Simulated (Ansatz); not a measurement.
# CHClSi2 (SMILES Cl[Si]1=[Si]=C1): functionals against CCSD(T) at one geometry

The task here is to estimate one member of a computed series from the others.

Computed with Ansatz 0.2.0, Gaussian basis. Level: single points in def2-TZVPP.

Cores are frozen in the correlated methods.

### Starting geometry

SMILES `Cl[Si]1=[Si]=C1`, 5 atoms, charge 0, spin multiplicity 1.

Atoms are counted from 1 here; the program's logs count them from 0.

Bond lengths: Cl1–Si2 2.121 Å, Si2–Si3 2.388 Å, Si2–C4 1.914 Å, Si3–C4 1.856 Å, C4–H5 1.062 Å. Angles: Cl1–Si2–Si3 167.6°, Cl1–Si2–C4 118.5°, Si3–Si2–C4 49.6°, Si2–Si3–C4 51.8°, Si2–C4–Si3 78.6°, Si2–C4–H5 127.3°, Si3–C4–H5 153.7°.

Geometry (Å):

| atom | x (Å) | y (Å) | z (Å) |
| --- | --- | --- | --- |
| Cl1 | -2.0220 | -1.4676 | 0.8982 |
| Si2 | -0.9924 | -0.0395 | -0.2848 |
| Si3 | 0.5224 | 1.5394 | -1.2418 |
| C4 | 0.8657 | 0.2626 | 0.0601 |
| H5 | 1.4683 | -0.2056 | 0.7994 |

Set-up of the first run:

run/in.yaml reads:

```yaml
crystal:
  periodic: [false, false, false]
  atoms:
    - {symbol: Cl, position_ang: [-2.022000, -1.467600, 0.898200]}
    - {symbol: Si, position_ang: [-0.992400, -0.039500, -0.284800]}
    - {symbol: Si, position_ang: [0.522400, 1.539400, -1.241800]}
    - {symbol: C, position_ang: [0.865700, 0.262600, 0.060100]}
    - {symbol: H, position_ang: [1.468300, -0.205600, 0.799400]}
basis:
  gaussian: {orbitals: def2-TZVPP}
correlation: {method: ccsd_t}
output: {forces: true}
```

No record of the launch command was kept for these runs.

Among the steps run: CCSD(T)/def2-TZVPP; PBE0-D4/def2-TZVPP; wB97M-V/def2-TZVPP; r2SCAN-D4/def2-TZVPP; PBE-D4/def2-TZVPP; B97M-V/def2-TZVPP; revPBE-D4/def2-TZVPP.

One table of the session follows, with a row left open; its other results are not shown here.

| method | RMS force component (eV/Å) | angle to CCSD(T) forces (°) | dipole (D) |
| --- | --- | --- | --- |
| CCSD(T) | 1.199 | reference | 1.11 |
| PBE0-D4 | 1.343 | 4.4 | 1.12 |
| wB97M-V | 1.381 | 6.3 | 1.43 |
| r2SCAN-D4 | ? | ? | ? |
| PBE-D4 | 1.179 | 6.4 | 0.99 |
| B97M-V | 1.317 | 7.3 | 1.09 |
| revPBE-D4 | 1.137 | 7.5 | 0.96 |

**Question.** Estimate the row for r2SCAN-D4.

The run gave: RMS force component (eV/Å): 1.282; angle to CCSD(T) forces (°): 4.9; dipole (D): 0.98. In the column «RMS force component (eV/Å)» it lies between CCSD(T) (1.199) and B97M-V (1.317).
